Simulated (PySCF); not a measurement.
# C₂H₅ClGe: fields and orbitals, part 2 of 3

Aim: take C₂H₅ClGe and localise its valence orbitals, compute its lowest excited states and see where an electron leaves and enters.

PySCF 2.14.0; Gaussian basis, gas phase. Earlier steps stand in the parts before.

## Step 4: Excited states (PBE0/def2-svp)

input.py

```python
import numpy as np
from pyscf import gto, scf, dft, tdscf
from pyscf.scf import atom_ks, atom_hf
from scipy.linalg import block_diag

def solve(mol, dm0=None, hcore=None):
    mf = (dft.UKS if mol.spin else dft.RKS)(mol, xc='pbe0')
    mf.grids.level = 3
    mf = mf.density_fit(auxbasis='def2-universal-jkfit')
    mf.conv_tol, mf.max_cycle = 1e-8, 80
    if hcore is not None:
        mf.get_hcore = lambda *args: hcore
    mf.kernel(dm0)
    if not mf.converged:
        mf = mf.newton().run(mf.mo_coeff, mf.mo_occ, max_cycle=30)
    assert mf.converged, 'SCF not converged'
    return mf

mol = gto.M(atom='''
Cl    -2.87725    -0.02817     0.00002
C     -1.20693     0.39124    -0.00015
C     -0.23085    -0.49976     0.00001
Ge     1.64400     0.02324     0.00007
H     -1.04046     1.45823     0.00039
H     -0.47470    -1.55277    -0.00054
H      1.97491     0.83622     1.20598
H      2.49876    -1.19864    -0.00426
H      1.97351     0.84322    -1.20328
''', basis='def2-svp', charge=0, spin=0, verbose=4)
mf = solve(mol)
td = mf.TDA()
td.nstates, td.singlet, td.conv_tol = 6, True, 1e-5
td.kernel()
td.analyze()
x, y = np.array([p[0] for p in td.xy]), np.array([p[1] + 0 * p[0] for p in td.xy])
f, mu = td.oscillator_strength(), td.transition_dipole()
nto = [td.get_nto(state=i + 1, verbose=4) for i in range(len(td.e))]
# spherically averaged free atoms, for the promolecule
atm = atom_ks.get_atm_nrks(mol, xc='pbe0')
pro = block_diag(*[(atm[a[0]][2] * atm[a[0]][3]) @ atm[a[0]][2].T for a in mol._atom])
np.savez('result.npz', e=td.e, f=f, ok=td.converged, w=[n[0] for n in nto], nto=[n[1] for n in nto], x=x, y=y, c=mf.mo_coeff, occ=mf.mo_occ, eps=mf.mo_energy, pro=pro, mu=mu)
```

Run with:

```bash
$ OMP_NUM_THREADS=1 python input.py
```

Log:

```text
[ENV] PYSCF_TMPDIR <dir>
[ENV] PYSCF_MAX_MEMORY 1375
[INPUT] verbose = 4
[INPUT] num. atoms = 9
[INPUT] num. electrons = 66
[INPUT] charge = 0
[INPUT] spin (= nelec alpha-beta = 2S) = 0
[INPUT] symmetry False subgroup None
[INPUT] Mole.unit = angstrom
[INPUT] Symbol           X                Y                Z      unit          X                Y                Z       unit  Magmom
[INPUT]  1 Cl    -2.877250000000  -0.028170000000   0.000020000000 AA   -5.437214491905  -0.053233584929   0.000037794522 Bohr   0.0
[INPUT]  2 C     -1.206930000000   0.391240000000  -0.000150000000 AA   -2.280767151521   0.739336448975  -0.000283458919 Bohr   0.0
[INPUT]  3 C     -0.230850000000  -0.499760000000   0.000010000000 AA   -0.436243275856  -0.944409528013   0.000018897261 Bohr   0.0
[INPUT]  4 Ge     1.644000000000   0.023240000000   0.000070000000 AA    3.106709748785   0.043917235135   0.000132280829 Bohr   0.0
[INPUT]  5 H     -1.040460000000   1.458230000000   0.000390000000 AA   -1.966184443565   2.755655326625   0.000736993189 Bohr   0.0
[INPUT]  6 H     -0.474700000000  -1.552770000000  -0.000540000000 AA   -0.897052991331  -2.934310034441  -0.001020452107 Bohr   0.0
[INPUT]  7 H      1.974910000000   0.836220000000   1.205980000000 AA    3.732039020665   1.580226779884   2.278971911703 Bohr   0.0
[INPUT]  8 H      2.498760000000  -1.198640000000  -0.004260000000 AA    4.721972051018  -2.265101321949  -0.008050233291 Bohr   0.0
[INPUT]  9 H      1.973510000000   0.843220000000  -1.203280000000 AA    3.729393404090   1.593454862756  -2.273869651167 Bohr   0.0

nuclear repulsion = 291.86124626163
number of shells = 47
number of NR pGTOs = 193
number of NR cGTOs = 103
basis = def2-svp
ecp = {}

******** <class 'pyscf.df.df_jk.DFRKS'> ********
method = DFRKS
initial guess = minao
damping factor = 0
level_shift factor = 0
DIIS = <class 'pyscf.scf.diis.CDIIS'>
diis_start_cycle = 1
diis_space = 8
diis_damp = 0
SCF conv_tol = 1e-08
SCF conv_tol_grad = None
SCF max_cycles = 80
direct_scf = False
XC library pyscf.dft.libxc version 7.0.0
    S. Lehtola, C. Steigemann, M. J.T. Oliveira, and M. A.L. Marques.,  SoftwareX 7, 1–5 (2018)
XC functionals = pbe0
    C. Adamo and V. Barone.,  J. Chem. Phys. 110, 6158 (1999)
    M. Ernzerhof and G. E. Scuseria.,  J. Chem. Phys. 110, 5029 (1999)
radial grids:
    Treutler-Ahlrichs [JCP 102, 346 (1995); DOI:10.1063/1.469408] (M4) radial grids

becke partition: Becke, JCP 88, 2547 (1988); DOI:10.1063/1.454033
pruning grids: <function nwchem_prune at 0x70e8d3d49f80>
grids dens level: 3
symmetrized grids: False
atomic radii adjust function: <function treutler_atomic_radii_adjust at 0x70e8d3d4a480>
small_rho_cutoff = 0
Set gradient conv threshold to 0.0001
Initial guess from minao.
tot grids = 116800
******** <class 'pyscf.df.df.DF'> ********
auxbasis = def2-universal-jkfit
init E= -2615.08301587244
  HOMO = -0.296802852238089  LUMO = -0.0764998633820904  gap/eV = 5.99475
cycle= 1 E= -2615.3784270641  delta_E= -0.295  |g|= 0.42  |ddm|= 3.03
  HOMO = -0.250980164947519  LUMO = -0.00942438078498142  gap/eV = 6.57307
cycle= 2 E= -2615.36460225947  delta_E= 0.0138  |g|= 0.494  |ddm|= 0.695
  HOMO = -0.27096663132371  LUMO = -0.0182466985620922  gap/eV = 6.87686
cycle= 3 E= -2615.40485481787  delta_E= -0.0403  |g|= 0.0915  |ddm|= 0.43
  HOMO = -0.273741772035666  LUMO = -0.019443314968135  gap/eV = 6.91981
cycle= 4 E= -2615.40705608393  delta_E= -0.0022  |g|= 0.0224  |ddm|= 0.107
  HOMO = -0.274755062931149  LUMO = -0.0197897908796012  gap/eV = 6.93796
cycle= 5 E= -2615.40715545742  delta_E= -9.94e-05  |g|= 0.00445  |ddm|= 0.021
  HOMO = -0.274280493165608  LUMO = -0.0196091134096146  gap/eV = 6.92996
cycle= 6 E= -2615.40715976748  delta_E= -4.31e-06  |g|= 0.000729  |ddm|= 0.00676
  HOMO = -0.274295759548595  LUMO = -0.0195498449075293  gap/eV = 6.93199
cycle= 7 E= -2615.40715989507  delta_E= -1.28e-07  |g|= 0.000333  |ddm|= 0.00151
  HOMO = -0.274323924652117  LUMO = -0.0195913013799078  gap/eV = 6.93163
cycle= 8 E= -2615.40715992469  delta_E= -2.96e-08  |g|= 8.02e-05  |ddm|= 0.000434
  HOMO = -0.274310895524557  LUMO = -0.0195791967130301  gap/eV = 6.93160
cycle= 9 E= -2615.40715992665  delta_E= -1.96e-09  |g|= 1.44e-05  |ddm|= 0.0001
  HOMO = -0.274312758420607  LUMO = -0.0195809523282531  gap/eV = 6.93161
Extra cycle  E= -2615.40715992658  delta_E= 6.37e-11  |g|= 1.91e-05  |ddm|= 3.57e-05
converged SCF energy = -2615.40715992658

******** <class 'pyscf.tdscf.rks.TDA'> for <class 'pyscf.df.df_jk.DFRKS'> ********
nstates = 6 singlet
deg_eia_thresh = 1.000e-03
wfnsym = None
conv_tol = 1e-05
eigh lindep = 1e-12
eigh level_shift = 0
eigh max_cycle = 100

Excitation energies (eV)
[6.67271482 6.73779526 7.09115592 7.20870549 7.4626695  8.00014497]

** Singlet excitation energies and oscillator strengths **
Excited State   1:      6.67271 eV    185.81 nm  f=0.0008
      32 -> 34       -0.70160
Excited State   2:      6.73780 eV    184.01 nm  f=0.4183
      28 -> 34        0.14364
      31 -> 35       -0.10483
      33 -> 34        0.66503
Excited State   3:      7.09116 eV    174.84 nm  f=0.0010
      31 -> 34        0.12078
      33 -> 35        0.60098
      33 -> 36       -0.32509
Excited State   4:      7.20871 eV    171.99 nm  f=0.0072
      31 -> 34        0.58240
      33 -> 35       -0.26534
      33 -> 36       -0.27082
Excited State   5:      7.46267 eV    166.14 nm  f=0.0000
      31 -> 34        0.36271
      33 -> 35        0.23628
      33 -> 36        0.54731
Excited State   6:      8.00014 eV    154.98 nm  f=0.0082
      30 -> 34        0.69112

** Transition electric dipole moments (AU) **
state          X           Y           Z        Dip. S.      Osc.
  1         0.0104     -0.0014     -0.0696      0.0050      0.0008
  2         1.5754     -0.2284      0.0004      2.5342      0.4183
  3         0.0036     -0.0006     -0.0742      0.0055      0.0010
  4        -0.0019      0.0006     -0.2017      0.0407      0.0072
  5        -0.0015      0.0004      0.0163      0.0003      0.0000
  6         0.0011      0.0035     -0.2040      0.0416      0.0082

** Transition velocity dipole moments (imaginary part, AU) **
state          X           Y           Z        Dip. S.      Osc.
  1         0.0012      0.0003      0.0056      0.0000      0.0001
  2         0.1912      0.0368     -0.0003      0.0379      0.1021
  3         0.0005      0.0000      0.0546      0.0030      0.0076
  4        -0.0002      0.0000     -0.0342      0.0012      0.0029
  5        -0.0002     -0.0000      0.0335      0.0011      0.0027
  6         0.0004      0.0005     -0.0392      0.0015      0.0035

** Transition magnetic dipole moments (imaginary part, AU) **
state          X           Y           Z
  1        -0.4720     -0.3502     -0.0014
  2         0.0045      0.0016     -0.2236
  3        -0.0098     -0.1529     -0.0000
  4         0.6394     -0.2743      0.0005
  5         0.3769     -0.6845     -0.0000
  6        -0.2487     -0.0045     -0.0021
State 1: 6.67271 eV  NTO largest component 0.9965069068360958
    occ-NTO: 0.996919 (MO #32)
    vir-NTO: 0.997043 (MO #34)
State 2: 6.7378 eV  NTO largest component 0.9356204402174843
    occ-NTO: 0.978971 (MO #33)
    vir-NTO: 0.994873 (MO #34)
State 3: 7.09116 eV  NTO largest component 0.9635765679097087
    occ-NTO: 0.999317 (MO #33)
    vir-NTO: 0.866294 (MO #35) + -0.468681 (MO #36)
State 4: 7.20871 eV  NTO largest component 0.6988118148454483
    occ-NTO: 0.987641 (MO #31)
    vir-NTO: 0.997803 (MO #34)
State 5: 7.46267 eV  NTO largest component 0.7292273669491368
    occ-NTO: 0.997579 (MO #33)
    vir-NTO: 0.392841 (MO #35) + 0.908309 (MO #36)
State 6: 8.00014 eV  NTO largest component 0.9675518263371383
    occ-NTO: 0.993869 (MO #30)
    vir-NTO: 0.999805 (MO #34)
Spherically averaged atomic KS for {'C', 'H', 'Ge', 'Cl'}

******** <class 'pyscf.scf.atom_ks.AtomSphAverageRKS'> ********
method = AtomSphAverageRKS
initial guess = vsap
damping factor = 0
level_shift factor = 0
diis_start_cycle = 1
diis_space = 12
SCF conv_tol = 1e-09
SCF conv_tol_grad = None
SCF max_cycles = 50
direct_scf = True
direct_scf_tol = 1e-13
XC library pyscf.dft.libxc version 7.0.0
    S. Lehtola, C. Steigemann, M. J.T. Oliveira, and M. A.L. Marques.,  SoftwareX 7, 1–5 (2018)
XC functionals = pbe0
    C. Adamo and V. Barone.,  J. Chem. Phys. 110, 6158 (1999)
    M. Ernzerhof and G. E. Scuseria.,  J. Chem. Phys. 110, 5029 (1999)
radial grids:
    Treutler-Ahlrichs [JCP 102, 346 (1995); DOI:10.1063/1.469408] (M4) radial grids

becke partition: Becke, JCP 88, 2547 (1988); DOI:10.1063/1.454033
pruning grids: <function nwchem_prune at 0x70e8d3d49f80>
grids dens level: 3
symmetrized grids: False
atomic radii adjust function: <function treutler_atomic_radii_adjust at 0x70e8d3d4a480>
User specified grid scheme (100, 434)
small_rho_cutoff = 0
Set gradient conv threshold to 3.16228e-05
tot grids = 23744
init E= -167.918403184012
cycle= 1 E= -167.920103031955  delta_E= -0.0017  |g|=    0  |ddm|= 0.0646
cycle= 2 E= -167.920109686279  delta_E= -6.65e-06  |g|=    0  |ddm|= 0.00631
cycle= 3 E= -167.920110143799  delta_E= -4.58e-07  |g|=    0  |ddm|= 0.00333
cycle= 4 E= -167.920110265398  delta_E= -1.22e-07  |g|=    0  |ddm|= 0.00167
cycle= 5 E= -167.920110293981  delta_E= -2.86e-08  |g|=    0  |ddm|= 0.000834
cycle= 6 E= -167.920110302042  delta_E= -8.06e-09  |g|=    0  |ddm|= 0.000417
cycle= 7 E= -167.920110304273  delta_E= -2.23e-09  |g|=    0  |ddm|= 0.000113
cycle= 8 E= -167.920110304323  delta_E= -4.98e-11  |g|=    0  |ddm|= 1.55e-05
Extra cycle  E= -167.920110304325  delta_E= -2.1e-12  |g|=    0  |ddm|= 7.38e-06
Atomic HF for atom  Cl  converged. SCF energy = -167.920110304325

******** <class 'pyscf.scf.atom_ks.AtomSphAverageRKS'> ********
method = AtomSphAverageRKS
initial guess = vsap
damping factor = 0
level_shift factor = 0
diis_start_cycle = 1
diis_space = 12
SCF conv_tol = 1e-09
SCF conv_tol_grad = None
SCF max_cycles = 50
direct_scf = True
direct_scf_tol = 1e-13
XC library pyscf.dft.libxc version 7.0.0
    S. Lehtola, C. Steigemann, M. J.T. Oliveira, and M. A.L. Marques.,  SoftwareX 7, 1–5 (2018)
XC functionals = pbe0
    C. Adamo and V. Barone.,  J. Chem. Phys. 110, 6158 (1999)
    M. Ernzerhof and G. E. Scuseria.,  J. Chem. Phys. 110, 5029 (1999)
radial grids:
    Treutler-Ahlrichs [JCP 102, 346 (1995); DOI:10.1063/1.469408] (M4) radial grids

becke partition: Becke, JCP 88, 2547 (1988); DOI:10.1063/1.454033
pruning grids: <function nwchem_prune at 0x70e8d3d49f80>
grids dens level: 3
symmetrized grids: False
atomic radii adjust function: <function treutler_atomic_radii_adjust at 0x70e8d3d4a480>
User specified grid scheme (100, 434)
small_rho_cutoff = 0
Set gradient conv threshold to 3.16228e-05
tot grids = 24752
init E= 254.249672391236
cycle= 1 E= 254.2340397306  delta_E= -0.0156  |g|=    0  |ddm|= 0.565
cycle= 2 E= 254.230391975842  delta_E= -0.00365  |g|=    0  |ddm|= 0.228
cycle= 3 E= 254.22921973437  delta_E= -0.00117  |g|=    0  |ddm|= 0.119
cycle= 4 E= 254.229017043945  delta_E= -0.000203  |g|=    0  |ddm|= 0.0556
cycle= 5 E= 254.228952446243  delta_E= -6.46e-05  |g|=    0  |ddm|= 0.0278
cycle= 6 E= 254.228941315895  delta_E= -1.11e-05  |g|=    0  |ddm|= 0.013
cycle= 7 E= 254.2289377835  delta_E= -3.53e-06  |g|=    0  |ddm|= 0.00652
cycle= 8 E= 254.228937172405  delta_E= -6.11e-07  |g|=    0  |ddm|= 0.00305
cycle= 9 E= 254.228936978663  delta_E= -1.94e-07  |g|=    0  |ddm|= 0.00153
cycle= 10 E= 254.228936945112  delta_E= -3.36e-08  |g|=    0  |ddm|= 0.000715
cycle= 11 E= 254.228936934477  delta_E= -1.06e-08  |g|=    0  |ddm|= 0.000358
cycle= 12 E= 254.228936932635  delta_E= -1.84e-09  |g|=    0  |ddm|= 0.000168
cycle= 13 E= 254.228936931926  delta_E= -7.09e-10  |g|=    0  |ddm|= 4.96e-05
Extra cycle  E= 254.228936931915  delta_E= -1.13e-11  |g|=    0  |ddm|= 1.31e-05
Atomic HF for atom  C  converged. SCF energy = 254.228936931915

******** <class 'pyscf.scf.atom_ks.AtomSphAverageRKS'> ********
method = AtomSphAverageRKS
initial guess = vsap
damping factor = 0
level_shift factor = 0
diis_start_cycle = 1
diis_space = 12
SCF conv_tol = 1e-09
SCF conv_tol_grad = None
SCF max_cycles = 50
direct_scf = True
direct_scf_tol = 1e-13
XC library pyscf.dft.libxc version 7.0.0
    S. Lehtola, C. Steigemann, M. J.T. Oliveira, and M. A.L. Marques.,  SoftwareX 7, 1–5 (2018)
XC functionals = pbe0
    C. Adamo and V. Barone.,  J. Chem. Phys. 110, 6158 (1999)
    M. Ernzerhof and G. E. Scuseria.,  J. Chem. Phys. 110, 5029 (1999)
radial grids:
    Treutler-Ahlrichs [JCP 102, 346 (1995); DOI:10.1063/1.469408] (M4) radial grids

becke partition: Becke, JCP 88, 2547 (1988); DOI:10.1063/1.454033
pruning grids: <function nwchem_prune at 0x70e8d3d49f80>
grids dens level: 3
symmetrized grids: False
atomic radii adjust function: <function treutler_atomic_radii_adjust at 0x70e8d3d4a480>
User specified grid scheme (100, 434)
small_rho_cutoff = 0
Set gradient conv threshold to 3.16228e-05
tot grids = 22928
init E= -1784.42858258785
cycle= 1 E= -1784.43214826473  delta_E= -0.00357  |g|=    0  |ddm|= 0.336
cycle= 2 E= -1784.42961084231  delta_E= 0.00254  |g|=    0  |ddm|= 0.486
cycle= 3 E= -1784.45722173282  delta_E= -0.0276  |g|=    0  |ddm|= 0.253
cycle= 4 E= -1784.45722310281  delta_E= -1.37e-06  |g|=    0  |ddm|= 0.00492
cycle= 5 E= -1784.45722933094  delta_E= -6.23e-06  |g|=    0  |ddm|= 0.00394
cycle= 6 E= -1784.45722933658  delta_E= -5.64e-09  |g|=    0  |ddm|= 0.00131
cycle= 7 E= -1784.45722942634  delta_E= -8.98e-08  |g|=    0  |ddm|= 0.00053
cycle= 8 E= -1784.45722942642  delta_E= -8e-11  |g|=    0  |ddm|= 4.39e-05
Extra cycle  E= -1784.45722942642  delta_E= -5.46e-12  |g|=    0  |ddm|= 1e-05
Atomic HF for atom  Ge  converged. SCF energy = -1784.45722942642

******** <class 'pyscf.scf.atom_ks.AtomSphAverageRKS'> ********
method = AtomSphAverageRKS
initial guess = vsap
damping factor = 0
level_shift factor = 0
diis_start_cycle = 1
diis_space = 12
SCF conv_tol = 1e-09
SCF conv_tol_grad = None
SCF max_cycles = 50
direct_scf = True
direct_scf_tol = 1e-13
XC library pyscf.dft.libxc version 7.0.0
    S. Lehtola, C. Steigemann, M. J.T. Oliveira, and M. A.L. Marques.,  SoftwareX 7, 1–5 (2018)
XC functionals = pbe0
    C. Adamo and V. Barone.,  J. Chem. Phys. 110, 6158 (1999)
    M. Ernzerhof and G. E. Scuseria.,  J. Chem. Phys. 110, 5029 (1999)
radial grids:
    Treutler-Ahlrichs [JCP 102, 346 (1995); DOI:10.1063/1.469408] (M4) radial grids

becke partition: Becke, JCP 88, 2547 (1988); DOI:10.1063/1.454033
pruning grids: <function nwchem_prune at 0x70e8d3d49f80>
grids dens level: 3
symmetrized grids: False
atomic radii adjust function: <function treutler_atomic_radii_adjust at 0x70e8d3d4a480>
User specified grid scheme (100, 434)
small_rho_cutoff = 0
Set gradient conv threshold to 3.16228e-05
tot grids = 26240
init E= 291.434523435431
cycle= 1 E= 291.427133426871  delta_E= -0.00739  |g|=    0  |ddm|= 0.207
cycle= 2 E= 291.427118991713  delta_E= -1.44e-05  |g|=    0  |ddm|= 0.00912
cycle= 3 E= 291.427118936291  delta_E= -5.54e-08  |g|=    0  |ddm|= 0.000565
cycle= 4 E= 291.427118936083  delta_E= -2.08e-10  |g|=    0  |ddm|= 3.46e-05
Extra cycle  E= 291.427118936082  delta_E= -7.96e-13  |g|=    0  |ddm|= 2.12e-06
Atomic HF for atom  H  converged. SCF energy = 291.427118936082
```

It took 73 s on 1 thread of Intel Xeon Platinum 8488C (Sapphire Rapids), shared host; peak memory 0.58 GiB.

The free atoms at the end serve only for the promolecule density; their printed energies are not used.

## Step 5: Post-processing

TDA singlet states:

```csv
state,energy (eV),f,leading pair's weight
S1,6.67,0.001,1.00
S2,6.74,0.418,0.94
S3,7.09,0.001,0.96
S4,7.21,0.007,0.70
S5,7.46,0.000,0.73
S6,8.00,0.008,0.97
```

Natural transition orbitals.

By state:
- S₁: 6.67 eV (186 nm), f = 0.001 (dark), n → π*; the leading pair carries 100 %; hole on Cl1 (74 %), C3 (9 %) and C2 (7 %), electron on C2 (34 %), C3 (31 %) and Ge4 (11 %); their centroids lie 1.6 Å apart.
- S₂: 6.74 eV (184 nm), f = 0.418 (bright), π → π*; the leading pair carries 94 %; hole on Cl1 (48 %), C3 (22 %) and C2 (14 %), electron on C2 (29 %), C3 (26 %) and Ge4 (18 %); their centroids lie 1.1 Å apart.
- S₃: 7.09 eV (175 nm), f = 0.001 (dark), π → σ*; the leading pair carries 96 %; hole on Cl1 (34 %), C3 (31 %) and C2 (22 %), electron on Cl1 (30 %), C2 (22 %) and Ge4 (17 %); their centroids lie 0.4 Å apart.

S₂ at 6.74 eV (f = 0.418).

Unrelaxed difference density.

0.55 e is displaced in all, of which about 0.4 e passes between atoms: Cl1 (0.38 e) lose electrons and C2 (0.15 e) and Ge4 (0.11 e) gain them. The state: 6.74 eV (184 nm), f = 0.418 (bright), π → π*; the leading pair carries 94 %; hole on Cl1 (48 %), C3 (22 %) and C2 (14 %), electron on C2 (29 %), C3 (26 %) and Ge4 (18 %); their centroids lie 1.1 Å apart.

(Continued in part 3 of 3.)
